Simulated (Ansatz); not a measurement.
# FGeH3: the cost of one run

Program: Ansatz 0.2.0. Level of theory: RKS r2SCAN/def2-SVP. These are calculated values, not measurements.

**1. The starting structure**

Bond lengths: Ge1–F2 1.880 Å, Ge1–H3 1.750 Å, Ge1–H4 1.549 Å, Ge1–H5 1.549 Å. Angles: F2–Ge1–H3 41.0°, F2–Ge1–H4 122.9°, F2–Ge1–H5 122.9°, H3–Ge1–H4 122.5°, H3–Ge1–H5 122.5°, H4–Ge1–H5 109.5°.

Structure file:

```xyz
5

Ge    0.0000    0.0000    0.0000
F     1.0779    0.0000    1.5402
H     1.6981    0.0000    0.4233
H    -0.7300    1.2648   -0.5162
H    -0.7300   -1.2648   -0.5162
```

**2. A restrained relaxation towards end A**

Springs on the bonds that form and break draw the guess towards this end; the thresholds are loose.

Input file input.yaml:

```yaml
crystal:
  periodic: [false, false, false]
  atoms:
    - { symbol: Ge, position_ang: [0.0, 0.0, 0.0] }
    - { symbol: F, position_ang: [1.0779, 0.0, 1.5402] }
    - { symbol: H, position_ang: [1.6981, 0.0, 0.4233] }
    - { symbol: H, position_ang: [-0.73, 1.2648, -0.5162] }
    - { symbol: H, position_ang: [-0.73, -1.2648, -0.5162] }
basis:
  gaussian: { orbitals: def2-SVP }
hamiltonian:
  xc: r2scan
relax:
  f_tol: 0.15
  max_steps: 25
  restrain:
    - { distance: [1, 2], at: 2.12, k: 30.0 }
    - { distance: [0, 1], at: 1.68, k: 30.0 }
    - { distance: [0, 2], at: 1.55, k: 30.0 }
output:
  orbitals: {}
```

Command:

```sh
ansatz run input.yaml --threads 1 --pin off --max-ram 2048MiB --backend cpu --events-out ev --progress --plain --runs-dir out
```

Q: Estimate wall time and peak memory on 1 thread of Intel Xeon Platinum 8175M at 2.50GHz (Skylake/Cascade Lake), shared host.

About 15 s, with a peak of 0.13 GiB.
